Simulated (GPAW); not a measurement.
# NbSi (Pm-3m) in GPAW: convergence with bands over the usual count

Aim: find how far bands over the usual count must go before the results for NbSi settle, at PBE. This setting moves, with any that are tied to it; all else stays.

All numbers are computed with GPAW 26.7.0; they aren't measurements. Logs are shortened: lines on timing, memory, paths and dates and some standing lists are left out, and cuts for length are marked. The log counts tension as positive stress, the text compression.

### Step 1. The crystal as given

Symmetry: Pm-3m, No. 221, cubic system. Conventional cell: a = 3.156 Å, b = 3.156 Å, c = 3.156 Å, α = 90.00°, β = 90.00°, γ = 90.00°. Nb (site symmetry m-3m) is surrounded by 8 Si at 2.73 Å. Around Si (site symmetry m-3m) lie 8 Nb at 2.73 Å.

The cell was built by a generator and needn't be a form met in nature.

### Step 2. With bands over the usual count 0.72

run.py

```python
from ase.dft.bandgap import bandgap
from ase.io import read, write
from ase.units import GPa
from gpaw import GPAW, PW

atoms = read('NbSi.xyz')

calc = GPAW(mode=PW(600),
            xc='PBE',
            kpts={'size': (8, 8, 8), 'gamma': True},
            occupations={'name': 'fermi-dirac', 'width': 0.05},
            nbands=14,
            convergence={'density': 1e-05, 'energy': 1e-05},
            maxiter=100,
            txt='gpaw.txt')
atoms.calc = calc
energy = atoms.get_potential_energy()
forces = atoms.get_forces()
stress = atoms.get_stress()
calc.write('gs.gpw')
write('result.traj', atoms)
print(f'Energy: {energy:.6f} eV')
print('Forces (eV/A):')
print(forces.round(4))
print('Stress (GPa):', (stress / GPa).round(3))
print('Fermi level:', round(calc.get_fermi_level(), 4), 'eV')
print(f'Gap: {bandgap(calc)[0]:.4f} eV, direct: {bandgap(calc, direct=True)[0]:.4f} eV')
```

NbSi.xyz

```xyz
2
Lattice="3.1564400000 0.0000000000 0.0000000000 0.0000000000 3.1564400000 0.0000000000 0.0000000000 0.0000000000 3.1564400000" Properties=species:S:1:pos:R:3 pbc="T T T"
Nb     0.0000000000      0.0000000000      0.0000000000
Si     1.5782200000      1.5782200000      1.5782200000
```

Potentials or basis: GPAW PAW data sets (gpaw-data 1.2.1), pw.

Run with:

```bash
$ OMP_NUM_THREADS=1 python run.py
```

gpaw.txt:

```text
__  _  _
 | _ |_)|_||  |
 |__||  | ||/\| - 26.7.0

Input parameters:
  mode=PW(ecut=600.0),
  convergence={'density': 1e-05, 'energy': 1e-05},
  kpts=MonkhorstPack(size=(8, 8, 8), gamma=True),
  maxiter=100,
  nbands=14,
  occupations=Occupations(name='fermi-dirac', width=0.05),
  xc=XC(name='PBE')

Diagonalizing LCAO Hamiltonian
Converting LCAO to pw mode
   .-------.
  /|       |
 * |       |
 | |  Si   |
 | .-------.
 |/       /
 Nb------*

Atoms  # Å, Bohr magnetons
|   | symbol |        x |        y |        z |    initial magnetic moments |
|---|--------|----------|----------|----------|-----------------------------|
| 0 |     Nb | 0.000000 | 0.000000 | 0.000000 | ( 0.0000,  0.0000,  0.0000) |
| 1 |     Si | 1.578220 | 1.578220 | 1.578220 | ( 0.0000,  0.0000,  0.0000) |

Unit cell  # Å
| periodic |        x |        y |        z |  lengths |    angles |
|----------|----------|----------|----------|----------|-----------|
|      yes | 3.156440 | 0.000000 | 0.000000 | 3.156440 | 90.000000 |
|      yes | 0.000000 | 3.156440 | 0.000000 | 3.156440 | 90.000000 |
|      yes | 0.000000 | 0.000000 | 3.156440 | 3.156440 | 90.000000 |

Number of symmetries: 48
Symmetry operations  # r_c * U_cc + t_c -> r_c
|    | kind |            matrix            |
|----|------|------------------------------|
|  0 |  E   |  1, 0, 0,  0, 1, 0,  0, 0, 1 |
|  1 |  σ   |  1, 0, 0,  0, 1, 0,  0, 0,-1 |
|  2 |  σ   |  1, 0, 0,  0, 0, 1,  0, 1, 0 |
|  3 |  C4  |  1, 0, 0,  0, 0, 1,  0,-1, 0 |
|  4 |  C4  |  1, 0, 0,  0, 0,-1,  0, 1, 0 |
|  5 |  σ   |  1, 0, 0,  0, 0,-1,  0,-1, 0 |
|  6 |  σ   |  1, 0, 0,  0,-1, 0,  0, 0, 1 |
|  7 |  C2  |  1, 0, 0,  0,-1, 0,  0, 0,-1 |
|  8 |  σ   |  0, 1, 0,  1, 0, 0,  0, 0, 1 |
|  9 |  C2  |  0, 1, 0,  1, 0, 0,  0, 0,-1 |
| 10 |  C3  |  0, 1, 0,  0, 0, 1,  1, 0, 0 |
| 11 |  S6  |  0, 1, 0,  0, 0, 1, -1, 0, 0 |
| 12 |  S6  |  0, 1, 0,  0, 0,-1,  1, 0, 0 |
| 13 |  C3  |  0, 1, 0,  0, 0,-1, -1, 0, 0 |
| 14 |  C4  |  0, 1, 0, -1, 0, 0,  0, 0, 1 |
| 15 |  S4  |  0, 1, 0, -1, 0, 0,  0, 0,-1 |
| 16 |  C3  |  0, 0, 1,  1, 0, 0,  0, 1, 0 |
| 17 |  S6  |  0, 0, 1,  1, 0, 0,  0,-1, 0 |
| 18 |  σ   |  0, 0, 1,  0, 1, 0,  1, 0, 0 |
| 19 |  C4  |  0, 0, 1,  0, 1, 0, -1, 0, 0 |
| 20 |  C2  |  0, 0, 1,  0,-1, 0,  1, 0, 0 |
| 21 |  S4  |  0, 0, 1,  0,-1, 0, -1, 0, 0 |
| 22 |  S6  |  0, 0, 1, -1, 0, 0,  0, 1, 0 |
| 23 |  C3  |  0, 0, 1, -1, 0, 0,  0,-1, 0 |
| 24 |  S6  |  0, 0,-1,  1, 0, 0,  0, 1, 0 |
| 25 |  C3  |  0, 0,-1,  1, 0, 0,  0,-1, 0 |
| 26 |  C4  |  0, 0,-1,  0, 1, 0,  1, 0, 0 |
| 27 |  σ   |  0, 0,-1,  0, 1, 0, -1, 0, 0 |
| 28 |  S4  |  0, 0,-1,  0,-1, 0,  1, 0, 0 |
| 29 |  C2  |  0, 0,-1,  0,-1, 0, -1, 0, 0 |
| 30 |  C3  |  0, 0,-1, -1, 0, 0,  0, 1, 0 |
| 31 |  S6  |  0, 0,-1, -1, 0, 0,  0,-1, 0 |
| 32 |  C4  |  0,-1, 0,  1, 0, 0,  0, 0, 1 |
| 33 |  S4  |  0,-1, 0,  1, 0, 0,  0, 0,-1 |
| 34 |  S6  |  0,-1, 0,  0, 0, 1,  1, 0, 0 |
| 35 |  C3  |  0,-1, 0,  0, 0, 1, -1, 0, 0 |
| 36 |  C3  |  0,-1, 0,  0, 0,-1,  1, 0, 0 |
| 37 |  S6  |  0,-1, 0,  0, 0,-1, -1, 0, 0 |
| 38 |  σ   |  0,-1, 0, -1, 0, 0,  0, 0, 1 |
| 39 |  C2  |  0,-1, 0, -1, 0, 0,  0, 0,-1 |
| 40 |  σ   | -1, 0, 0,  0, 1, 0,  0, 0, 1 |
| 41 |  C2  | -1, 0, 0,  0, 1, 0,  0, 0,-1 |
| 42 |  C2  | -1, 0, 0,  0, 0, 1,  0, 1, 0 |
| 43 |  S4  | -1, 0, 0,  0, 0, 1,  0,-1, 0 |
| 44 |  S4  | -1, 0, 0,  0, 0,-1,  0, 1, 0 |
| 45 |  C2  | -1, 0, 0,  0, 0,-1,  0,-1, 0 |
| 46 |  C2  | -1, 0, 0,  0,-1, 0,  0, 0, 1 |
| 47 |  i   | -1, 0, 0,  0,-1, 0,  0, 0,-1 |

BZ-sampling:
  Number of BZ points: 512
  Number of IBZ points: 35

  Monkhorst-Pack size: [8, 8, 8]
  Monkhorst-Pack shift: [0.0625, 0.0625, 0.0625]

K-points  # in reciprocal-cell coordinates
|     |                                coordinates |     weight |
|-----|--------------------------------------------|------------|
|   0 | (  0.00000000,   0.00000000,   0.00000000) | 0.00195312 |
|   1 | (  0.12500000,   0.00000000,   0.00000000) | 0.01171875 |
|   2 | (  0.12500000,   0.12500000,   0.00000000) | 0.02343750 |
|   3 | (  0.12500000,   0.12500000,   0.12500000) | 0.01562500 |
|   4 | (  0.25000000,   0.00000000,   0.00000000) | 0.01171875 |
|   5 | (  0.25000000,   0.12500000,   0.00000000) | 0.04687500 |
|   6 | (  0.25000000,   0.12500000,   0.12500000) | 0.04687500 |
|   7 | (  0.25000000,   0.25000000,   0.00000000) | 0.02343750 |
|   8 | (  0.25000000,   0.25000000,   0.12500000) | 0.04687500 |
|   9 | (  0.25000000,   0.25000000,   0.25000000) | 0.01562500 |
| ... |                                            |            |
|  34 | (  0.50000000,   0.50000000,   0.50000000) | 0.00195312 |

Plane wave coefficients: 1064
Cutoff: 600.0 eV

Spin-components: 1 (collinear spins)
Bands:           14
Projectors:      11
Spin-degeneracy: 2
Datatype:        complex128

Parallelization:
  kpt:    1
  domain: 1
  band:   1

Density:
  Valence electrons: 17.0
  Components: 1
  Grid points: [18 18 18]
  Charge: 0.0  # |e|

Potential:
  Grid points: [18 18 18]

species:
  Nb:
    name:    Niobium
    Z:       41.0
    valence: 13
    core:    28
    charge:  0.0  # [|e|]
    compensation charges:
      type: gauss
      rc: 0.40  # [Å]
      lmax: 2
    cutoffs:
      filter: 2.35  # [Å]
      core: 1.51  # [Å]
    projectors
    | kind |    occ | energy [eV] | rcut [Å] |
    |------|--------|-------------|----------|
    |   4s |  2.000 |     -58.361 |    1.323 |
    |   5s |  1.000 |      -3.980 |    1.323 |
    |   4p |  6.000 |     -34.526 |    1.323 |
    |   5p |  0.000 |      -1.111 |    1.323 |
    |   4d |  4.000 |      -3.041 |    1.244 |
    |    d |        |      24.171 |    1.244 |

    Using partial waves for Nb as LCAO basis

  Si:
    name:    Silicon
    Z:       14.0
    valence: 4
    core:    10
    charge:  0.0  # [|e|]
    compensation charges:
      type: gauss
      rc: 0.33  # [Å]
      lmax: 2
    cutoffs:
      filter: 1.86  # [Å]
      core: 2.06  # [Å]
    projectors
    | kind |    occ | energy [eV] | rcut [Å] |
    |------|--------|-------------|----------|
    |   3s |  2.000 |     -10.812 |    1.058 |
    |   3p |  2.000 |      -4.081 |    1.058 |
    |    s |        |      16.399 |    1.058 |
    |    p |        |      23.130 |    1.058 |
    |    d |        |       0.000 |    1.058 |

    Using partial waves for Si as LCAO basis

Reference energy: -111792.492039  # eV

eigensolver:
  PPCG
  Converge bands: occupied
  niter=2

density mixing:
  MSR1-Mixer
  Pratt-step length: 0.05
  Maximum mixing coefficient: 0.75
  Old densities: 10
  SVD Regularization: 0.005
  Good broyden scale: 1.0
  Trust region scale: 1.0
  Backstep threshold: 4.0
  History deletion threshold: 6.0
  Fourier metric: weight=20.0, sigma=0.015

occupation numbers:
  Fermi-Dirac:
    width: 0.0500  # eV

poisson solver:
  ecut: 4800.0  # eV

xc functional:
  name: PBE with 2 nearest neighbor stencil

convergence criteria:
- Maximum integral of absolute [dens]ity change: 1e-05 electrons / valence electron
- Maximum [total energy] change in last 3 cyles: 1e-05 eV / valence electron
- Maximum integral of absolute [eigenst]ate change: 4e-08 eV^2 / valence electron
maximum number of iterations: 100

SCF iterations
|iter     | |      energy | eigst |  dens |
|---------|-|-------------|-------|-------|
|iter:   1| |  -17.226899 | +0.29 |       |
|iter:   2| |  -16.926901 | -1.87 | -0.95 |
|iter:   3| |  -16.143337 | -0.80 | -1.01 |
|iter:   4| |  -16.133892 | -2.73 | -1.63 |
|iter:   5| |  -16.134032 | -3.03 | -1.91 |
|iter:   6| |  -16.134066 | -4.34 | -2.74 |
|iter:   7| |  -16.134069c| -5.75 | -3.43 |
|iter:   8| |  -16.134070c| -7.00 | -4.11 |
|iter:   9| |  -16.134069c| -8.52c| -5.46c|

Converged in 9 steps
Energy contributions relative to reference atoms: (reference = -111792.492039)

Energy contributions:
  Kinetic:           4.958737
  Coulomb:          -7.752215
  Zero:             -0.062602
  External:          0.000000
  Xc:              -13.268135
  Entropy:          -0.019711
  Spinorbit:         0.000000
  ----------------------------
  Free energy:     -16.143925
  Extrapolated:    -16.134069

dipole moment: (-11.535254, -11.535254, -11.535254)  # |e|*Ang

Fermi level: 10.889
Eigenvalues  # (at kpt = [0.000, 0.000, 0.000])
| band index |      eig [eV] | occ [0-2] |
|------------|---------------|-----------|
|          0 |       -43.736 |     2.000 |
|          1 |       -19.693 |     2.000 |
|          2 |       -19.693 |     2.000 |
|          3 |       -19.693 |     2.000 |
|          4 |        -0.167 |     2.000 |
|          5 |         8.259 |     2.000 |
|          6 |         8.259 |     2.000 |
|          7 |        13.153 |     0.000 |
|          8 |        13.153 |     0.000 |
|          9 |        13.153 |     0.000 |
|         10 |        13.366 |     0.000 |
|         11 |        13.366 |     0.000 |
|         12 |        13.366 |     0.000 |
|         13 |        20.358 |     0.000 |

No gap
No difference between direct/indirect transitions

Forces  # eV/Ang
|        x |        y |       z |
|----------|----------|---------|
| -0.00000 | -0.00000 | 0.00000 |  # Nb   0
|  0.00000 |  0.00000 | 0.00000 |  # Si   1

Stress tensor  # eV/Ang^3
|         x |         y |        z |
|-----------|-----------|----------|
|  0.002048 | -0.000000 | 0.000000 |
| -0.000000 |  0.002048 | 0.000000 |
|  0.000000 |  0.000000 | 0.002048 |

# Writing to gs.gpw (mode='')
```

Run time: 10 s. Hardware: 1 thread of Arm Neoverse V1, shared host; peak memory 0.14 GiB.

What came out:

* Free energy: -16.1439 eV
* Pressure: -0.3 GPa
* Band gap on the k mesh: none (metal or under the smearing width)

### Step 3. With bands over the usual count 0.8

Edit run.py of step 2 so:

```diff
@@ -11,3 +11,3 @@
             occupations={'name': 'fermi-dirac', 'width': 0.05},
-            nbands=14,
+            nbands=15,
             convergence={'density': 1e-05, 'energy': 1e-05},
```

NbSi.xyz is that of step 2.

Potentials or basis: GPAW PAW data sets (gpaw-data 1.2.1), pw.

Run with:

```bash
$ OMP_NUM_THREADS=1 python run.py
```

Run time: 11 s. Hardware: 1 thread of Arm Neoverse V1, shared host; peak memory 0.14 GiB.

It converged, with:

- Free energy: -16.1439 eV
- Pressure: -0.3 GPa
- Band gap on the k mesh: none (metal or under the smearing width)

### Step 4. With bands over the usual count 0.9

Edit run.py of step 3 so:

```diff
@@ -11,3 +11,3 @@
             occupations={'name': 'fermi-dirac', 'width': 0.05},
-            nbands=15,
+            nbands=17,
             convergence={'density': 1e-05, 'energy': 1e-05},
```

NbSi.xyz is that of step 3.

Run with:

```bash
$ OMP_NUM_THREADS=1 python run.py
```

It took 12 s on 1 thread of Arm Neoverse V1, shared host; peak memory 0.15 GiB.

Results (log left out):

* Free energy: -16.1439 eV
* Pressure: -0.3 GPa
* Band gap on the k mesh: none (metal or under the smearing width)

### Step 5. With bands over the usual count 1

Edit run.py of step 4 so:

```diff
@@ -11,3 +11,3 @@
             occupations={'name': 'fermi-dirac', 'width': 0.05},
-            nbands=17,
+            nbands=19,
             convergence={'density': 1e-05, 'energy': 1e-05},
```

NbSi.xyz is that of step 4.

Run with:

```bash
$ OMP_NUM_THREADS=1 python run.py
```

It took 13 s on 1 thread of Arm Neoverse V1, shared host; peak memory 0.15 GiB.

Results (log left out):

* Free energy: -16.1439 eV
* Pressure: -0.3 GPa
* Band gap on the k mesh: none (metal or under the smearing width)

### Step 6. With bands over the usual count 1.3

Edit run.py of step 5 so:

```diff
@@ -11,3 +11,3 @@
             occupations={'name': 'fermi-dirac', 'width': 0.05},
-            nbands=19,
+            nbands=24,
             convergence={'density': 1e-05, 'energy': 1e-05},
```

NbSi.xyz is that of step 5.

Potentials or basis: GPAW PAW data sets (gpaw-data 1.2.1), pw.

Run with:

```bash
$ OMP_NUM_THREADS=1 python run.py
```

It took 16 s on 1 thread of Arm Neoverse V1, shared host; peak memory 0.15 GiB.

The run converged. Its results:

```yaml
Free_energy: -16.1439 eV
Pressure: -0.3 GPa
Band_gap_on_the_k_mesh: none (metal or under the smearing width)
```

### Step 7. With bands over the usual count 1.7

Edit run.py of step 6 so:

```diff
@@ -11,3 +11,3 @@
             occupations={'name': 'fermi-dirac', 'width': 0.05},
-            nbands=24,
+            nbands=31,
             convergence={'density': 1e-05, 'energy': 1e-05},
```

NbSi.xyz is that of step 6.

Run with:

```bash
$ OMP_NUM_THREADS=1 python run.py
```

It took 21 s on 1 thread of Arm Neoverse V1, shared host; peak memory 0.15 GiB.

The run converged. Its results:

| Quantity | Value |
| --- | --- |
| Free energy | -16.1439 eV |
| Pressure | -0.3 GPa |
| Band gap on the k mesh | none (metal or under the smearing width) |

### Step 8. With bands over the usual count 2.5

Edit run.py of step 7 so:

```diff
@@ -11,3 +11,3 @@
             occupations={'name': 'fermi-dirac', 'width': 0.05},
-            nbands=31,
+            nbands=46,
             convergence={'density': 1e-05, 'energy': 1e-05},
```

NbSi.xyz is that of step 7.

Run with:

```bash
$ OMP_NUM_THREADS=1 python run.py
```

Wall time 30 s (1 thread of Arm Neoverse V1, shared host); peak memory 0.16 GiB.

The run converged. Its results:

```yaml
Free_energy: -16.1439 eV
Pressure: -0.3 GPa
Band_gap_on_the_k_mesh: none (metal or under the smearing width)
```

### Step 9. The series at a glance

```tsv
bands over the usual count	energy less the tightest run, at zero smearing (meV/atom)	SCF cycles	CPU time (s)	peak memory (GiB)
0.72	0.00	9	10	0.14
0.8	0.00	9	11	0.14
0.9	0.00	9	12	0.15
1	0.00	9	13	0.15
1.3	0.00	9	16	0.15
1.7	0.00	9	21	0.15
2.5	0.00	9	30	0.16
```

Against the tightest run, the energy stays within 1 meV/atom from 0.72 on. The tightest run that finished is the yardstick and may itself not be fully converged.
